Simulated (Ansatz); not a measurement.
# CH5FO4W: one species, many methods

The task here is to estimate one member of a computed series from the others.

The runs use Ansatz 0.2.0, Gaussian basis; functionals in def2-TZVPP, the program's frozen cores in correlated methods.

The runs, in order: PBE-D4, r2SCAN-D4, PBE0-D4, B3LYP-D4, ωB97X-V, ωB97M-V, B2PLYP; CCSD(T)/def2-TZVPP; MP2/def2-QZVPP; extrapolation to the limit.

### The relaxed structure

All runs share one geometry, relaxed beforehand with PBE0-D4 in a triple-zeta def2 set. W takes the def2 core potential; no spin-orbit term is included.

SMILES `C[O][W](=[O])([OH])([OH])[F]`, 12 atoms, charge 0, spin multiplicity 1.

Atoms are counted from 1 here; the program's logs count them from 0.

Bond lengths: C1–O2 1.399 Å, C1–H8 1.093 Å, C1–H9 1.095 Å, C1–H10 1.092 Å, O2–W3 1.851 Å, W3–O4 1.690 Å, W3–O5 1.912 Å, W3–O6 1.885 Å, W3–F7 1.908 Å, O5–H11 0.960 Å, O6–H12 0.960 Å. Angles: O2–C1–H8 110.1°, O2–C1–H9 109.4°, O2–C1–H10 109.0°, H8–C1–H9 109.4°, H8–C1–H10 109.3°, H9–C1–H10 109.5°, C1–O2–W3 141.4°, O2–W3–O4 104.9°, O2–W3–O5 148.6°, O2–W3–O6 93.2°, O2–W3–F7 84.7°, O4–W3–O5 105.6°, O4–W3–O6 106.4°, O4–W3–F7 105.2°, O5–W3–O6 84.7°, O5–W3–F7 80.8°, O6–W3–F7 147.8°, W3–O5–H11 117.9° and more.

The first run:

Contents of in.yaml:

```yaml
crystal:
  periodic: [false, false, false]
  atoms:
    - {symbol: C, position_ang: [-0.377077, -0.678855, -2.042201]}
    - {symbol: O, position_ang: [-0.356313, -0.881224, -0.657898]}
    - {symbol: W, position_ang: [0.253828, -0.106514, 0.908297]}
    - {symbol: O, position_ang: [0.909667, -1.383703, 1.799238]}
    - {symbol: O, position_ang: [0.687325, 1.479296, 1.884505]}
    - {symbol: O, position_ang: [-1.487213, 0.168815, 1.575202]}
    - {symbol: F, position_ang: [1.687408, 0.534802, -0.174547]}
    - {symbol: H, position_ang: [-1.262734, -0.103629, -2.325155]}
    - {symbol: H, position_ang: [0.522913, -0.133536, -2.343287]}
    - {symbol: H, position_ang: [-0.401044, -1.648597, -2.542703]}
    - {symbol: H, position_ang: [1.498849, 1.939512, 1.657453]}
    - {symbol: H, position_ang: [-1.675630, 0.813633, 2.261095]}
basis:
  gaussian: {orbitals: def2-TZVPP}
hamiltonian: {xc: pbe, dispersion: d4}
output: {forces: true, orbitals: {seedname: orbitals}}
```

Launch:

```sh
> ansatz run in.yaml --threads 2 --pin off --events-out ev --progress --plain --max-ram 22528MiB --backend cuda --devices 0, --max-vram 18GiB
```

Steps of the session up to this table: PBE-D4 (GGA); r2SCAN-D4 (meta-GGA); PBE0-D4 (hybrid); B3LYP-D4 (hybrid); ωB97X-V (range-separated); ωB97M-V (range-separated); B2PLYP (double hybrid).

One of the session's tables, all rows but one given; the rest of the session is left out.

It belongs to the step «Frontier levels by functional». 

| functional | HOMO (eV) | LUMO (eV) | gap (eV) |
| --- | --- | --- | --- |
| PBE-D4 | -7.38 | -3.35 | 4.03 |
| r2SCAN-D4 | -7.75 | -3.30 | 4.45 |
| PBE0-D4 | ? | ? | ? |
| B3LYP-D4 | -8.75 | -2.87 | 5.88 |
| ωB97X-V | -11.42 | -0.43 | 11.00 |
| ωB97M-V | -11.35 | -0.47 | 10.88 |

Estimate the missing values for PBE0-D4.

As computed: HOMO (eV): -9.00; LUMO (eV): -2.63; gap (eV): 6.37. In the column «HOMO (eV)» it lies between ωB97M-V (-11.35) and B3LYP-D4 (-8.75).
